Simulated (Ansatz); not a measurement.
# C6H16O4Zr: the cost of one run

Program: Ansatz 0.2.0, Gaussian basis. Level of theory: one geometry, several basis sets. These are calculated values, not measurements.

Levels to be run: PBE0-D4/def2-SVP; ωB97M-V/def2-SVP; PBE0-D4/def2-QZVPP; ωB97M-V/def2-QZVPP; the functionals' def2-TZVPP values are taken from earlier runs.

## Step 1: Structure used throughout

All runs share one geometry, relaxed beforehand with PBE0-D4 in a triple-zeta def2 set. Zr takes the def2 core potential; no spin-orbit term is included.

SMILES `CC(C)[O][Zr]([OH])([OH])[O]C(C)C`, 27 atoms, charge 0, spin multiplicity 1.

Atoms are counted from 1 here; the program's logs count them from 0.

Bond lengths: C1–C2 1.517 Å, C1–H12 1.093 Å, C1–H13 1.092 Å, C1–H14 1.093 Å, C2–C3 1.517 Å, C2–O4 1.396 Å, C2–H15 1.100 Å, C3–H16 1.094 Å, C3–H17 1.092 Å, C3–H18 1.093 Å, O4–Zr5 1.922 Å, Zr5–O6 1.936 Å, Zr5–O7 1.935 Å, Zr5–O8 1.922 Å, O6–H19 0.951 Å, O7–H20 0.951 Å, O8–C9 1.396 Å, C9–C10 1.517 Å and more. Angles: C2–C1–H12 110.9°, C2–C1–H13 110.5°, C2–C1–H14 110.1°, H12–C1–H13 108.5°, H12–C1–H14 108.5°, H13–C1–H14 108.3°, C1–C2–C3 112.2°, C1–C2–O4 109.9°, C1–C2–H15 108.6°, C3–C2–O4 109.9°, C3–C2–H15 108.5°, O4–C2–H15 107.7°, C2–C3–H16 110.1°, C2–C3–H17 110.5°, C2–C3–H18 110.9°, H16–C3–H17 108.3°, H16–C3–H18 108.4°, H17–C3–H18 108.5° and more.

## Step 2: PBE0-D4 in def2-SVP

The input, in.yaml:

```yaml
crystal:
  periodic: [false, false, false]
  atoms:
    - {symbol: C, position_ang: [-3.485802, -0.268377, -1.291433]}
    - {symbol: C, position_ang: [-2.135279, -0.954759, -1.211336]}
    - {symbol: C, position_ang: [-2.006746, -1.822030, 0.026998]}
    - {symbol: O, position_ang: [-1.115816, -0.000686, -1.230773]}
    - {symbol: Zr, position_ang: [0.194191, 1.387231, -1.000149]}
    - {symbol: O, position_ang: [-0.708295, 3.078076, -0.728457]}
    - {symbol: O, position_ang: [1.341474, 1.470416, -2.556737]}
    - {symbol: O, position_ang: [1.252685, 0.958664, 0.546353]}
    - {symbol: C, position_ang: [2.069299, 0.465359, 1.566091]}
    - {symbol: C, position_ang: [1.617895, -0.928601, 1.960189]}
    - {symbol: C, position_ang: [3.520243, 0.493155, 1.124025]}
    - {symbol: H, position_ang: [-4.294523, -1.002592, -1.325795]}
    - {symbol: H, position_ang: [-3.545273, 0.354592, -2.185900]}
    - {symbol: H, position_ang: [-3.635254, 0.371466, -0.417435]}
    - {symbol: H, position_ang: [-2.013216, -1.592666, -2.099006]}
    - {symbol: H, position_ang: [-2.132180, -1.213583, 0.927073]}
    - {symbol: H, position_ang: [-1.022047, -2.291779, 0.065083]}
    - {symbol: H, position_ang: [-2.766184, -2.607771, 0.033014]}
    - {symbol: H, position_ang: [-1.028489, 3.922390, -0.430607]}
    - {symbol: H, position_ang: [1.772452, 1.398293, -3.401176]}
    - {symbol: H, position_ang: [1.955269, 1.128651, 2.435949]}
    - {symbol: H, position_ang: [2.213639, -1.310281, 2.793007]}
    - {symbol: H, position_ang: [0.568274, -0.920836, 2.260071]}
    - {symbol: H, position_ang: [1.728423, -1.612945, 1.114357]}
    - {symbol: H, position_ang: [3.813202, 1.505187, 0.838392]}
    - {symbol: H, position_ang: [4.178949, 0.155262, 1.927903]}
    - {symbol: H, position_ang: [3.663121, -0.161846, 0.260278]}
basis:
  gaussian: {orbitals: def2-SVP}
hamiltonian: {xc: pbe0, dispersion: d4}
output: {orbitals: {seedname: orbitals}}
```

Started as:

```sh
$ ansatz run in.yaml --threads 11 --pin off --events-out ev --progress --plain --max-ram 174080MiB --backend cpu
```

What time and memory should one allow on 11 threads of AMD EPYC 7R13, shared host?

About 3.1 s, with a peak of 1.4 GiB.
